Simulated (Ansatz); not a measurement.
# Au: a tetragonal deformation path

The task here is to estimate one member of a computed series from the others.

Method: DFT r2SCAN, scalar-relativistic, plane waves, PAW, in Ansatz 0.2.0.

2 further runs of the same task are left out: 1 that didn't finish, 1 set aside as unsound or not needed. Runs told in other sessions of the task aren't counted.

### The structure to begin with

It takes space group Im-3m (No. 229, cubic). The conventional cell has a = 3.275 Å, b = 3.275 Å, c = 3.275 Å, α = 90.00°, β = 90.00°, γ = 90.00°. Au (site symmetry m-3m) is surrounded by 8 Au at 2.84 Å.

As a file:

```
Au
1.0
    -1.63769    1.63769    1.63769
     1.63769   -1.63769    1.63769
     1.63769    1.63769   -1.63769
Au
1
Direct
  0.00000 0.00000 0.00000
```

It goes back to an entry of the Materials Project, which need not be the stable form.

It is the result of an earlier relaxation at this level (volume 17.57 Å³/atom; gap on the mesh: none (metal)).

Set-up of the first run:

Input file input.yaml:

```yaml
crystal:
  lattice:
    - [-1.6376879819, 1.6376879819, 1.6376879819]
    - [1.6376879819, -1.6376879819, 1.6376879819]
    - [1.6376879819, 1.6376879819, -1.6376879819]
  atoms:
    - { symbol: Au, position: [0.0, 0.0, 0.0] }
basis:
  ecutwfc: 500
kpoints:
  mp_grid: { grid: [28, 28, 28] }
hamiltonian:
  xc: r2scan
scf:
  occupations: { method: gaussian, width: 0.15 }
output:
  forces: true
  stress: true
  eigenvalues: true
  write_density: true
  write_potential: true
  elf: true
  volumetric_format: npy
```

Started as:

```console
$ ansatz run input.yaml --threads 1 --pin off --max-ram 2560MiB --backend cpu --events-out ev --progress --plain --runs-dir out
```

Among the steps run: The reference: the undisturbed cell on the scan's mesh; Point ρ = 0.707; At ρ = 1.414; Point ρ = 0.850; ρ = 1.200; At ρ = 0.780; Point ρ = 1.300; ρ = 0.920; Point ρ = 1.100.

One table of the session follows, with a row left open; its other results are not shown here.

| ρ | ΔE (meV/atom) | pressure (GPa) |
| --- | --- | --- |
| 0.707 | 95.6 | 8.5 |
| 0.780 | 1.3 | 2.7 |
| 0.850 | ? | ? |
| 0.920 | -2.3 | 0.3 |
| 1.000 | 0.0 | 0.2 |
| 1.100 | -2.6 | 0.2 |
| 1.200 | -8.2 | 0.1 |
| 1.300 | -14.9 | -0.1 |
| 1.414 | -19.7 | -0.3 |

Estimate the missing values for ρ = 0.850.

Worked estimate for «ΔE (meV/atom)». A straight line through the neighbours (0.780, 1.3) and (0.920, -2.3) gives 1.3 + (-2.3 − 1.3) × (0.850 − 0.780) / (0.920 − 0.780) = -0.5; a parabola fitted to 4 rows on both sides gives -14.2.

**Answer.** ΔE (meV/atom): -6.9; pressure (GPa): 0.8. In «ΔE (meV/atom)» the line misses by +6.4 and the parabola by -7.3. Between these rows the values bend or scatter more than so simple an estimate can follow.
